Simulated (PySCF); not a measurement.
# A diatomic session: SnC

What are the lowest state that PBE0 finds, the bond length, vibrational wavenumber and bond energy of SnC, and how much do these hang on the method?

Method: Sn cc-pVDZ-PP with ECP28, C cc-pVDZ, scalar-relativistic core potentials; program: PySCF 2.14.0.

## 1. Set-up

A driver script around PySCF takes these settings:

```yaml
atoms: Sn, C
charge: 0
basis: Sn cc-pVDZ-PP with ECP28, C cc-pVDZ
Hamiltonian: scalar-relativistic core potentials
basis_functions: 37
electrons_treated: 28
masses_in_u: 119.9022, 12.0000
levels: PBE0, PBE, r²SCAN, M06-L, BHandHLYP, PBEsol, HF, MP2, SCS-MP2, CCSD, CCSD(T)
grid: 80 radial by 434 angular points
occupations: held fixed by the projection of orbital angular momentum
dissociation_limit: Sn + C, each in its ground configuration
starting_distance_in_angstrom: 2.060
values_of_2S_to_try: 0, 2, 4
```

The run is started by

```console
$ OMP_NUM_THREADS=1 python dia.py task.json out
```

After this run come: The PBE0 curve of the state that the search chose; Excited determinants; PBE (GGA); r²SCAN; M06-L (meta-GGA); BHandHLYP (global hybrid GGA); PBEsol (GGA); ROHF; MP2 and coupled cluster.

Q: Predict the outcome of this session. Wanted: for each run, Re; ωe; De; μ.

**Answer**, as computed:

Lowest PBE0 solution found, without spin–orbit coupling: ³Π (triplet), unpaired electrons σ ↑, π ↑. State 2 has its PBE0 minimum 0.24 eV higher. State 3 has its PBE0 minimum 0.36 eV higher, as a spin-mixed determinant (⟨S²⟩ = 1.02), so this is no gap between pure states. State 4 has its PBE0 minimum 0.49 eV higher, as a spin-mixed determinant (⟨S²⟩ = 1.00), so this is no gap between pure states. The other levels ran on the lowest alone.

```
       level  Re (Å)  ωe (cm⁻¹)  De (eV)  μ (D)
        ROHF   1.985        732     0.65  -2.36
    ROHF-MP2   2.007        763     2.55    n/a
ROHF-SCS-MP2   2.011        748     2.33    n/a
   ROHF-CCSD   2.036        655     2.40    n/a
ROHF-CCSD(T)   2.047        640     2.66    n/a
         PBE   2.029        654     3.51  -2.42
      PBEsol   2.016        668     3.76  -2.34
      r²SCAN   2.032        622     3.19  -2.23
       M06-L   2.029        649     3.57  -2.53
        PBE0   2.022        627     3.04  -2.37
   BHandHLYP   2.041        592     2.50  -2.32
```

De is counted to Sn + C in their ground configurations. A positive dipole means Sn(−)C(+). ⟨S²⟩ is off the pure value of 2.00 by over a tenth at r²SCAN 2.25, PBE0 2.22, BHandHLYP 2.41.

The methods spread over 0.063 Å in bond length, from ROHF to ROHF-CCSD(T). Among the levels with a De in the table, it runs from 0.65 eV (ROHF) to 3.76 eV (PBEsol).

Correlated steps freeze 5 core orbitals. Spin–orbit coupling is left out, which matters for elements this heavy, above all for dissociation energies. T1 is 0.048 near the minimum (highest on the curve 0.096), which may point to more than one leading configuration.
